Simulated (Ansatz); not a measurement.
## ScBe₅, space group P6/mmm: a breakdown of dispersion, smearing and cutoff terms, step by step

Computed with Ansatz 0.2.0 through its Python package.

Run as a notebook:

```python
import ansatz as az
```

```python
cell = (
    az.Lattice.from_parameters(4.53656, 4.53656, 3.530311, alpha=90, beta=90, gamma=120)
    .space_group(191)
    .atom("Sc", [0.0, 0.0, 0.0])
    .atom("Be", [1 / 3, 2 / 3, 0.0])
    .atom("Be", [0.5, 0.0, 0.5])
)
```

```python
setup = cell.calculation()
setup = setup.kpoints(spacing=0.29).occupations("fermi_dirac", width=0.05)
with_term = setup.functional("pbesol", dispersion="d4").basis(340).cutoff_correction(590).run(threads=1).report
without = setup.functional("pbesol").basis(340).run(threads=1).report
finer = setup.functional("pbesol").basis(590).run(threads=1).report
removed = az.free_energy_without(with_term, az.EnergyTerm.DISPERSION)
print(f"dispersion term            {with_term['components']['e_disp']:.5f} eV")
print(f"F less dispersion          {removed:.5f} eV, run without it {without['free_energy_ev']:.5f} eV")
print(f"F less smearing term       {az.free_energy_without(without, az.EnergyTerm.SMEARING):.5f} eV")
print(f"estimated gain to 590 eV   {with_term['cutoff_correction']['energy_ev']:.5f} eV, found {finer['free_energy_ev'] - without['free_energy_ev']:.5f} eV")
```

    DeckWarning: basis.ecutwfc = 340 eV is below the records' recommended 420 eV, and the density's cutoff is lower with it unless basis.ecutrho_ratio is high enough to keep the records' density cutoff: compare with a run at a higher cutoff
    dispersion term            -0.49020 eV
    F less dispersion          -2564.28798 eV, run without it -2564.28798 eV
    F less smearing term       -2564.27572 eV
    estimated gain to 590 eV   -0.01074 eV, found -0.01090 eV

Absolute energies stand on the zero of these potentials, so only differences at equal settings mean something. A total without «per atom» is that of the whole cell that was run. The cutoff lies under the one recommended for these potentials in some of the runs. No spin polarisation was allowed. Dispersion corrections can be off by several per cent in the lattices of metals, and by several GPa in the pressure at a fixed cell. For a metal this k-point mesh is coarse: on a finer one energies can move by several to tens of meV an atom and pressures by half a GPa or more, differences at one mesh by less. This cell is a computed structure, which may not be the phase found in nature. Warnings are shown shortened and without file and line. Run time: 5.9 s on 1 thread of Arm Neoverse V2, on a shared host, peak memory 0.41 GiB.
